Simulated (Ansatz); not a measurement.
**GeH− (singlet): from Hartree-Fock to the top rungs at distance Ge1–H2 = 1.633 Å, aug-cc-pVDZ**

How much of the correlation energy of GeH− (singlet) does each wave-function method recover here?

Method: aug-cc-pVDZ, core rule «outside noble gas», up to 14 orbitals frozen; program: Ansatz 0.2.0, Gaussian basis.

Plan: UHF; CCSD(T) on RHF; CCSD(T) on UHF; BCCD(T) on RHF; CISD; CCSDT(Q) on RHF; CCSDT(Q) on UHF; CASSCF and MRCISD+Q, 2 electrons in 2 orbitals; CASSCF and NEVPT2, 2 electrons in 2 orbitals; CASSCF and MRCISD+Q, 6 electrons in 5 orbitals; CASSCF and NEVPT2, 6 electrons in 5 orbitals; Full CI.

21 further runs of the same task are left out: 4 for a known fault of the program, 14 that didn't finish, 3 set aside as unsound or not needed.

## Step 1: The geometry

The geometry derives from a PBE0/def2-TZVPD stationary point (not a proven minimum). One bond is set to the value named and the two fragments are kept rigid. No spin-orbit coupling is included. The filled d shell of Ge may be among the frozen orbitals whatever the setting's name suggests; the logs give the count.

2 atoms, charge -1, spin multiplicity 1.

Atoms are counted from 1 here; the program's logs count them from 0.

Bond lengths: Ge1–H2 1.633 Å.

## Step 2: UHF

Input file in.yaml:

```yaml
crystal:
  periodic: [false, false, false]
  atoms:
    - {symbol: Ge, position_ang: [0.000000, 0.000000, 0.000000]}
    - {symbol: H, position_ang: [0.000000, 0.000000, 1.633171]}
basis:
  gaussian: {orbitals: aug-cc-pVDZ}
total_charge: -1
magnetization: {spin_polarized: true, initial_magnetization: 0}
hamiltonian: {xc: hf}
output: {orbitals: {seedname: orbitals}}
```

Command:

```bash
$ ansatz run in.yaml --threads 1 --pin off --events-out ev --progress --plain --max-ram 2393MiB
```

After this run come: CCSD(T) on RHF; CCSD(T) on UHF; BCCD(T) on RHF; CISD; CCSDT(Q) on RHF; CCSDT(Q) on UHF; CASSCF and MRCISD+Q, 2 electrons in 2 orbitals; CASSCF and NEVPT2, 2 electrons in 2 orbitals; CASSCF and MRCISD+Q, 6 electrons in 5 orbitals; CASSCF and NEVPT2, 6 electrons in 5 orbitals; Full CI.

**Question.** What will the summary of the whole plan be? Wanted: FCI below the RHF energy; RMP2 from FCI; RCCSD from FCI; RCCSD(T) from FCI; RCCSDT(Q) from FCI; T1 diagnostic; effectively unpaired electrons.

As calculated:

```
                         quantity              value
         FCI below the RHF energy         -3.4027 eV
                    RMP2 from FCI         +980.2 meV
                   RCCSD from FCI         +283.5 meV
                RCCSD(T) from FCI         +155.8 meV
               RCCSDT(Q) from FCI           -7.4 meV
levels within 1 kcal/mol (43 meV)  RCCSDT, RCCSDT(Q)
                    T1 diagnostic              0.012
   effectively unpaired electrons               2.05
```

What this shows: RCCSD(T) lands +155.8 meV from the yardstick (4.6 % of the correlation energy). RCCSDT(Q) falls below full CI, which methods that aren't variational can do. The occupations show strong static correlation (2.0 unpaired electrons where one determinant has 0). These misses are within one basis, not against nature.
